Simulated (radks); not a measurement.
# Ta in [Kr] 4d10 4f14 5s2 5p4 5d3 6s2 7s2: an all-electron calculation

What are the levels of neutral tantalum, how large are its shells, and how does its energy divide?

Method: Dirac Kohn-Sham, PBEsol, spin-unpolarised, spherical densities, point nucleus; open shells are shared between the two j in proportion to 2j + 1. Code: radks (a radial shooting solver on a logarithmic mesh, Libxc functionals) version 1.

### 1 Starting point

```
element       : tantalum (Z = 73)
charge        : 0
electrons     : 73
configuration : [Kr] 4d10 4f14 5s2 5p4 5d3 6s2 7s2
```

Outer shells as boxes (Hund's rule):

Ta
```
[Kr] core
4d [↑↓][↑↓][↑↓][↑↓][↑↓]
4f [↑↓][↑↓][↑↓][↑↓][↑↓][↑↓][↑↓]
5s [↑↓]
5p [↑↓][↑ ][↑ ]
5d [↑ ][↑ ][↑ ][  ][  ]
6s [↑↓]
7s [↑↓]
```

### 2 The calculation

Input:

```text
Z 73
configuration [Kr] 4d10 4f14 5s2 5p4 5d3 6s2 7s2
relativity Dirac
functional pbe_sol,pbe_sol
spin unpolarised
j_filling average
nucleus point
c 137.035999084
```

**Question.** What will this run give?

The runs gave:

```
                        quantity                   value
                    total energy     -15617.8033 hartree
exchange-correlation share of it                  2.00 %
                            −T/E                  1.1227
          highest occupied level        7s1/2, -2.313 eV
    most extended occupied level  7s1/2, <r> = 6.91 bohr
 radius at density 0.001 e/bohr³               5.69 bohr
    maxima of the radial density                       5
```

7 principal shells are occupied and 5 maxima appear in the radial density; where shells overlap, one shows as a shoulder or not at all. Relativity lifts −T/E to 1.123. This is not the tabulated ground configuration, so its levels and sizes aren't those of the ground state, and no measured value stands beside it.
